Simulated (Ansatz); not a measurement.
# AlClOF (SMILES [O][Al]([F])[Cl]) at UB2PLYP/6-311+G(d,p)

What is the vertical doublet–quartet gap of AlClOF at UB2PLYP/6-311+G**? 

Program for the calculation: Ansatz 0.2.0.

70 further runs of the same task are left out: 2 that didn't finish, 68 set aside as unsound or not needed. Runs told in other sessions of the task aren't counted.

## (1) The system as given

AlClOF: 4 atoms, total charge 0, spin state doublet. As SMILES, `[O][Al]([F])[Cl]`. The shape is that of a PBE0-D4/def2-TZVP optimisation.

Bond lengths: O1–Al2 1.724 Å, Al2–F3 1.632 Å, Al2–Cl4 2.063 Å. Angles: O1–Al2–F3 118.6°, O1–Al2–Cl4 118.4°, F3–Al2–Cl4 122.9°.

## (2) The energy at UB2PLYP/6-311+G(d,p)

File in.yaml:

```yaml
crystal:
  periodic: [false, false, false]
  atoms:
    - {symbol: O, position_ang: [0.993300, 0.591700, 1.294800]}
    - {symbol: Al, position_ang: [0.061900, -0.095200, 0.016700]}
    - {symbol: F, position_ang: [0.278100, -1.671200, -0.348900]}
    - {symbol: Cl, position_ang: [-1.277700, 1.114400, -0.982900]}
basis:
  gaussian: {orbitals: 6-311+G_st__st_-spherical.json}
magnetization: {spin_polarized: true, initial_magnetization: 1}
hamiltonian: {xc: {name: B2PLYP}}
correlation: {frozen_orbitals: {Al: 5, Cl: 5, F: 1, O: 1}}
accuracy: high
output: {orbitals: {seedname: orbitals}}
```

The basis set 6-311+G** is read from a file made from the Basis Set Exchange's data (not shown).

On the command line:

```
ansatz run in.yaml --threads 1 --pin off --max-ram 3480MiB --events-out events.jsonl --progress --plain --runs-dir runs
```

Standard output:

```text
Warning: RAYON_NUM_THREADS=1 ignored (pool sized by the plan → 1); use --threads N
Functional definition: B2PLYP
  name "B2PLYP"
  parameter a = 0.53
  parameter c = 0.27
  exchange = (1 - a)*b88_x + a*exact_x
  correlation = (1 - c)*lyp_c + c*(mp2_os + mp2_ss)
1717 factors; integrals over basis functions are off by at most 4.5e-9 eV
mean field evaluation 1: about -23856.7032 eV, gradient 5.4e1 eV
mean field evaluation 2: about -23856.7163 eV, gradient 5.4e1 eV
mean field evaluation 4: about -23865.5209 eV, gradient 2.8e1 eV
mean field evaluation 8: about -23872.7431 eV, gradient 1.4e0 eV
mean field evaluation 16: about -23872.7625 eV, gradient 3.9e-2 eV
mean field evaluation 32: about -23872.7626 eV, gradient 5.3e-5 eV
mean field evaluation 64: about -23872.7575 eV, gradient 5.9e-1 eV
mean field evaluation 96: about -23859.1348 eV, gradient 5.6e0 eV
mean field -23872.76264157 eV, -877.3078455379 hartree, gradient 2.4e-8 eV, S^2 0.754138; 5 other end points of the search recorded, 0 dependent functions left out
12 core orbitals not correlated: weight in the atoms' cores, before any rotation towards them, 1.000 or more for the frozen orbitals, at most 0.000 for the correlated occupied ones
reference -23872.76266842 eV, -877.3078465248 hartree; 12, 11 occupied and 80, 81 virtual orbitals, 1717 factors
second order -18.23503745 eV of doubles, -0.00000000 eV of singles
Total energy: -23877.68612853 eV, -877.4887803467 hartree
```

Wall time 59 s (1 thread of Arm Neoverse V1, shared host); peak memory 0.61 GiB.

## (3) The quartet at the same level

File run.yaml:

```yaml
crystal:
  periodic: [false, false, false]
  atoms:
    - {symbol: O, position_ang: [0.993300, 0.591700, 1.294800]}
    - {symbol: Al, position_ang: [0.061900, -0.095200, 0.016700]}
    - {symbol: F, position_ang: [0.278100, -1.671200, -0.348900]}
    - {symbol: Cl, position_ang: [-1.277700, 1.114400, -0.982900]}
basis:
  gaussian:
    orbitals: 6-311+G_st__st_-spherical.json
magnetization:
  spin_polarized: true
  initial_magnetization: 3
hamiltonian:
  xc: {name: B2PLYP}
correlation:
  frozen_orbitals: {Al: 5, Cl: 5, F: 1, O: 1}
accuracy: high
output: {orbitals: {seedname: orbitals}}
```

The basis set 6-311+G** is read from a file made from the Basis Set Exchange's data (not shown).

On the command line:

```
ansatz run run.yaml --threads 1 --pin off --max-ram 3480MiB --events-out events.jsonl --progress --plain --runs-dir runs
```

Standard output:

```text
Warning: RAYON_NUM_THREADS=1 ignored (pool sized by the plan → 1); use --threads N
[... 6 set-up lines as earlier in the session ...]
1717 factors; integrals over basis functions are off by at most 4.5e-9 eV
mean field evaluation 1: about -23841.5575 eV, gradient 6.1e1 eV
mean field evaluation 2: about -23841.5831 eV, gradient 6.1e1 eV
mean field evaluation 4: about -23846.5559 eV, gradient 4.9e1 eV
mean field evaluation 8: about -23865.9133 eV, gradient 6.6e0 eV
mean field evaluation 16: about -23866.2162 eV, gradient 3.0e-2 eV
mean field evaluation 32: about -23866.2162 eV, gradient 4.3e-5 eV
mean field evaluation 64: about -23866.0795 eV, gradient 2.2e0 eV
mean field evaluation 96: about -23842.5836 eV, gradient 3.7e1 eV
mean field -23866.21624539 eV, -877.0672699155 hartree, gradient 8.3e-8 eV, S^2 3.760847; 6 other end points of the search recorded, 0 dependent functions left out
12 core orbitals not correlated: weight in the atoms' cores, before any rotation towards them, 1.000 or more for the frozen orbitals, at most 0.000 for the correlated occupied ones
reference -23866.21626559 eV, -877.0672706580 hartree; 13, 10 occupied and 79, 82 virtual orbitals, 1717 factors
second order -17.54799511 eV of doubles, -0.00000000 eV of singles
Total energy: -23870.95422427 eV, -877.2413874280 hartree
```

Run time: 43 s. Hardware: 1 thread of Arm Neoverse V1, shared host; peak memory 0.6 GiB.

## (4) Outcome

Level: UB2PLYP/6-311+G**, 12 core orbitals frozen.

| quantity | value |
| --- | --- |
| doublet: total energy | -877.48878 Eh |
| doublet: HOMO energy (SCF part's orbitals) (highest over α and β) | -11.26 eV |
| doublet: LUMO energy (SCF part's orbitals) (lowest over α and β) | -2.83 eV |
| doublet: ⟨S²⟩ | 0.754 |
| quartet: total energy | -877.24139 Eh |
| quartet: HOMO energy (SCF part's orbitals) (highest over α and β) | -4.57 eV |
| quartet: ⟨S²⟩ | 3.761 |
| vertical energy of the quartet above the doublet | 6.732 eV |

What this shows: At this shape the quartet lies 6.73 eV (650 kJ/mol) above the doublet.
